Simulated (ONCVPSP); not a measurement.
# Copper: generating and testing an ONCV potential

Aim: build the potential from the settings below, then test how well it stands in for the atom: other configurations, scattering, ghost states and the plane-wave cutoff that it needs.

Program: ONCVPSP 4.0.1.1 (patched build). Reference atom: PBE, scalar-relativistic, spherical and spin-unpolarised. All values are calculated.

## 1. Settings

Typed settings, in words:

* element: copper (Cu, Z = 29)
* type: optimised norm-conserving Vanderbilt (ONCV)
* frozen core: [Ar]
* valence charge: 11
* reference configuration: 3d10 4s1
* partial waves: 4s: rc 2.45 bohr, ncon 5, nbas 9, qcut 2.3 1/bohr, 2 projectors, debl 3.9 Ha; p scattering state at 0.02 Ha: rc 2.60 bohr, ncon 4, nbas 8, qcut 3.7 1/bohr, 1 projector; 3d: rc 1.50 bohr, ncon 3, nbas 7, qcut 9.3 1/bohr, 2 projectors, debl 0.9 Ha
* local potential: polynomial inside 0.95 bohr (lpopt 5, dvloc0 1 Ha)
* core correction: not asked for

The outer shells as boxes (Hund's rule for the drawing; the calculation is spin-unpolarised):

```
[Ar] core
3d [↑↓][↑↓][↑↓][↑↓][↑↓]
4s [↑ ]
```

## 2. The generation run

Contents of Cu.dat:

```
# ATOM AND REFERENCE CONFIGURATION
# atsym  z   nc   nv     iexc    psfile
  Cu 29.00    5    2        4      upf
#
#   n    l    f
    1    0    2.00
    2    0    2.00
    2    1    6.00
    3    0    2.00
    3    1    6.00
    3    2   10.00
    4    0    1.00
#
# PSEUDOPOTENTIAL AND OPTIMIZATION
# lmax
    2
#
#   l,   rc,      ep,       ncon, nbas, qcut
    0    2.45    0.00    5    9    2.30
    1    2.60    0.02    4    8    3.70
    2    1.50    0.00    3    7    9.30
#
# LOCAL POTENTIAL
# lloc, lpopt,  rc(5),   dvloc0
    4    5    0.95    1.00
#
# VANDERBILT-KLEINMAN-BYLANDER PROJECTORs
# l, nproj, debl
    0    2    3.90
    1    1    2.90
    2    2    0.90
#
# MODEL CORE CHARGE
# icmod, fcfact, rcfact
    0    0.00    0.00
#
# LOG DERIVATIVE ANALYSIS
# epsh1, epsh2, depsh
   -2.00    5.00    0.02
#
# OUTPUT GRID
# rlmax, drl
    6.00    0.01
#
# TEST CONFIGURATIONS
# ncnf
    4
# nvcnf
#   n    l    f
    2
    3    2   10.00
    4    0    0.00
#
    2
    3    2    9.00
    4    0    0.00
#
    2
    3    2    8.00
    4    0    0.00
#
    2
    3    2    7.00
    4    0    0.00
#
```

The run is started by

```
oncvpsp.x < Cu.dat > Cu.out
```

**Question.** What will these runs give? Wanted: cutoffs for 1 and 0.1 mHa per electron, occupied waves; bound ghosts; GHOST(+) flags; largest test error; largest phase difference near zero energy, channels read; projector energies reset by the program.

As calculated:

| quantity | value |
| --- | --- |
| cutoffs for 1 and 0.1 mHa per electron, occupied waves | 37 Ha and 43 Ha |
| bound ghosts | none found |
| GHOST(+) flags | s at 14 eV, p at 14 eV |
| largest test error (AE − PS) | +24 meV, for 3d9 4s0 (2 tests unsolved) |
| largest phase difference near zero energy, channels read | 0.030 rad |
| projector energies reset by the program | p: 0.050 Ha |

The worst unpolarised test, 3d9 4s0, is off by 24 meV on 29.5 eV; by total energies transferability rates as good where solved. Of the tests 2 gave no usable energy difference, which is a warning in itself. It counts as hard, with 37 Ha needed at the looser tolerance. At the looser tolerance the 3d wave is the slowest; 4s needs 15 Ha. The program's ghost test flags no bound state. Near zero energy the largest phase difference among the channels read is 0.03 rad, in the p channel (at the energies tabulated). The pseudo curves have a pole with no partner nearby in the atom's: s at 0.50 Ha. At positive energy that is a spurious or a displaced resonance. The program also flags highly localised states, GHOST(+) (s, p).
